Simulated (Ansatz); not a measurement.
# BFH6OSi2: the cost of one run

Computed with Ansatz 0.2.0, driven from Python. The levels of theory stand in the script.

### Step 1. The structure

Bond lengths: O1–B2 1.421 Å, B2–F3 1.454 Å, B2–Si4 1.978 Å, Si4–Si5 2.185 Å, O1–H6 1.003 Å, Si4–H7 1.434 Å, Si4–H8 1.484 Å, Si5–H9 1.515 Å, Si5–H10 1.476 Å, Si5–H11 1.466 Å. Angles (14 of 16 angles, heavy atoms first): O1–B2–F3 121.3°, O1–B2–Si4 119.1°, F3–B2–Si4 119.6°, B2–Si4–Si5 109.3°, B2–O1–H6 106.3°, B2–Si4–H7 110.4°, B2–Si4–H8 106.1°, Si5–Si4–H7 112.2°, Si5–Si4–H8 109.0°, Si4–Si5–H9 112.5°, Si4–Si5–H10 109.8°, Si4–Si5–H11 110.3°, H7–Si4–H8 109.5°, H9–Si5–H10 106.9°.

Input file bfh6osi2.xyz:

```xyz
11

O    -2.00400    1.09850   -0.09230
B    -0.97190    0.80870   -1.02450
F    -0.80490    1.59480   -2.23600
Si    0.29870   -0.65420   -0.62790
Si    1.24270   -0.28700    1.30820
H    -2.82270    0.62380   -0.42330
H     1.25910   -0.78310   -1.68430
H    -0.51290   -1.89330   -0.54180
H     0.23220   -0.13600    2.42670
H     2.01610    0.96880    1.25760
H     2.13300   -1.39790    1.65810
```

### Step 2. The code

File bfh6osi2.py:

```python
"""BFH6OSi2 at several levels of theory."""

from pathlib import Path

import ansatz as az
import numpy as np


def main() -> None:
    bfh6osi2 = az.Crystal.molecule_from_extxyz("bfh6osi2.xyz")

    calculation = bfh6osi2.calculation().basis(gaussian="def2-SVP")

    print("functional    E (Ha)        dipole (D)   HOMO (eV)  LUMO (eV)")
    for name in ["pbe0", "revpbe", "hse06", "hf"]:
        report = calculation.functional(name).forces().orbitals().run(threads=1, pin="off", runs_dir="runs").report
        lines = Path(report["orbitals_path"]).read_text().splitlines()
        field_of = lambda key: [line.split("=")[1].strip() for line in lines if line.startswith(key)]
        orbitals = [(27.211386 * float(e), s, float(n)) for e, s, n in zip(field_of("Ene="), field_of("Spin="), field_of("Occup="))]
        homo = max(e for e, _, n in orbitals if n > 0.5)
        lumo = min(e for e, _, n in orbitals if n < 0.5)
        dipole = 4.803205 * np.linalg.norm(report["charge_distribution"]["dipole_moment_e_ang"])
        print(f"{name:10s} {report['free_energy_ev'] / 27.211386246:14.6f} {dipole:9.3f} {homo:11.3f} {lumo:10.3f}")


if __name__ == "__main__":
    main()
```

### Step 3. The input behind the calls

The package turns the script's settings into the engine's input (first run):

```yaml
crystal:
  periodic: [false, false, false]
  atoms:
    - { symbol: O, position_ang: [-2.004, 1.0985, -0.0923] }
    - { symbol: B, position_ang: [-0.9719, 0.8087, -1.0245] }
    - { symbol: F, position_ang: [-0.8049, 1.5948, -2.236] }
    - { symbol: Si, position_ang: [0.2987, -0.6542, -0.6279] }
    - { symbol: Si, position_ang: [1.2427, -0.287, 1.3082] }
    - { symbol: H, position_ang: [-2.8227, 0.6238, -0.4233] }
    - { symbol: H, position_ang: [1.2591, -0.7831, -1.6843] }
    - { symbol: H, position_ang: [-0.5129, -1.8933, -0.5418] }
    - { symbol: H, position_ang: [0.2322, -0.136, 2.4267] }
    - { symbol: H, position_ang: [2.0161, 0.9688, 1.2576] }
    - { symbol: H, position_ang: [2.133, -1.3979, 1.6581] }
basis:
  gaussian:
    orbitals: def2-SVP
hamiltonian:
  xc: pbe0
output:
  orbitals: {}
  forces: true
```

### Step 4. Running it

Launch:

```console
$ python bfh6osi2.py
```

**Question.** How long does this script take on 1 thread of Intel Xeon Platinum 8259CL at 2.50GHz (Skylake/Cascade Lake), shared host, and how much memory does it need?

About 19 s, with a peak of 0.31 GiB.
